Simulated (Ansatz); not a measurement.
# CH6BFGe: up Jacob's ladder to CCSD(T)

An exercise on one series of results from a longer session: the logs are not shown, and one member is left open.

Method: functionals in def2-TZVPP, the program's frozen cores in correlated methods; program: Ansatz 0.2.0, Gaussian basis.

Plan: LDA (SPW92), PBE-D4, revPBE-D4, BLYP-D4, r2SCAN-D4, B97M-V, PBE0-D4, B3LYP-D4, r2SCANh-D4, r2SCAN0-D4, HSE06-D4, BHLYP-D4, CAM-B3LYP-D4, LC-ωPBE, ωB97X-V, ωB97M-V, B2PLYP, PBE-QIDH; CCSD(T)/def2-SVP; CCSD(T)/def2-TZVPP; MP2/def2-QZVPP; extrapolation to the limit; RPA on PBE.

**Structure used throughout**

All runs share one geometry, relaxed beforehand with PBE0-D4 in a triple-zeta def2 set.

SMILES `C[B](F)[GeH3]`, 10 atoms, charge 0, spin multiplicity 1.

Atoms are counted from 1 here; the program's logs count them from 0.

Bond lengths: C1–B2 1.555 Å, C1–H5 1.096 Å, C1–H6 1.092 Å, C1–H7 1.096 Å, B2–F3 1.329 Å, B2–Ge4 2.089 Å, Ge4–H8 1.540 Å, Ge4–H9 1.540 Å, Ge4–H10 1.540 Å. Angles: B2–C1–H5 110.1°, B2–C1–H6 113.6°, B2–C1–H7 109.6°, H5–C1–H6 109.2°, H5–C1–H7 105.0°, H6–C1–H7 109.0°, C1–B2–F3 119.3°, C1–B2–Ge4 124.4°, F3–B2–Ge4 116.3°, B2–Ge4–H8 111.0°, B2–Ge4–H9 112.1°, B2–Ge4–H10 111.0°, H8–Ge4–H9 107.7°, H8–Ge4–H10 107.2°, H9–Ge4–H10 107.7°.

The first run:

Input file in.yaml:

```yaml
crystal:
  periodic: [false, false, false]
  atoms:
    - {symbol: C, position_ang: [-0.230807, 1.092409, -1.166122]}
    - {symbol: B, position_ang: [0.464981, -0.153891, -0.548470]}
    - {symbol: F, position_ang: [1.409848, -0.781668, -1.240417]}
    - {symbol: Ge, position_ang: [0.016691, -0.944264, 1.332889]}
    - {symbol: H, position_ang: [-0.134434, 1.949948, -0.490617]}
    - {symbol: H, position_ang: [0.154520, 1.365994, -2.150544]}
    - {symbol: H, position_ang: [-1.309508, 0.911468, -1.242915]}
    - {symbol: H, position_ang: [-0.457357, -2.405208, 1.219257]}
    - {symbol: H, position_ang: [-1.090013, -0.146605, 2.046857]}
    - {symbol: H, position_ang: [1.259178, -0.939282, 2.242984]}
basis:
  gaussian: {orbitals: def2-TZVPP}
hamiltonian: {xc: lda}
output: {orbitals: {seedname: orbitals}}
```

Command:

```sh
ansatz run in.yaml --threads 4 --pin off --events-out ev --progress --plain --max-ram 10444MiB
```

Steps of the session up to this table: LDA; PBE-D4 (GGA); revPBE-D4 (GGA); BLYP-D4 (GGA); r2SCAN-D4 (meta-GGA); B97M-V (meta-GGA); B3LYP-D4 (hybrid); r2SCANh-D4 (hybrid); r2SCAN0-D4 (hybrid); HSE06-D4 (hybrid); BHLYP-D4 (hybrid); CAM-B3LYP-D4 (range-separated); LC-ωPBE (range-separated); ωB97X-V (range-separated); ωB97M-V (range-separated); B2PLYP (double hybrid); PBE-QIDH (double hybrid).

One table of the session follows, with a row left open; its other results are not shown here.

It belongs to the step «Frontier levels by functional». 

| functional | HOMO (eV) | gap (eV) |
| --- | --- | --- |
| LDA (SPW92) | -6.74 | 4.44 |
| PBE-D4 | -6.62 | 4.54 |
| revPBE-D4 | -6.56 | 4.59 |
| BLYP-D4 | ? | ? |
| r2SCAN-D4 | -6.89 | 5.13 |
| B97M-V | -6.99 | 5.18 |
| PBE0-D4 | -7.89 | 6.78 |
| B3LYP-D4 | -7.70 | 6.37 |
| r2SCANh-D4 | -7.36 | 5.93 |
| r2SCAN0-D4 | -8.06 | 7.13 |
| HSE06-D4 | -7.49 | 6.00 |
| BHLYP-D4 | -9.08 | 9.02 |
| CAM-B3LYP-D4 | -9.25 | 9.29 |
| LC-ωPBE | -10.54 | 11.78 |
| ωB97X-V | -10.21 | 11.33 |
| ωB97M-V | -10.04 | 10.95 |

**Question.** Estimate the row for BLYP-D4.

Worked estimate for «HOMO (eV)». Against the share of exact exchange, B3LYP-D4 (0.2, -7.70), BHLYP-D4 (0.5, -9.08) give a slope of -4.60 per unit share; at 0 the line stands at -6.78.

The run gave: HOMO (eV): -6.52; gap (eV): 4.59. In «HOMO (eV)» the line misses by -0.26.
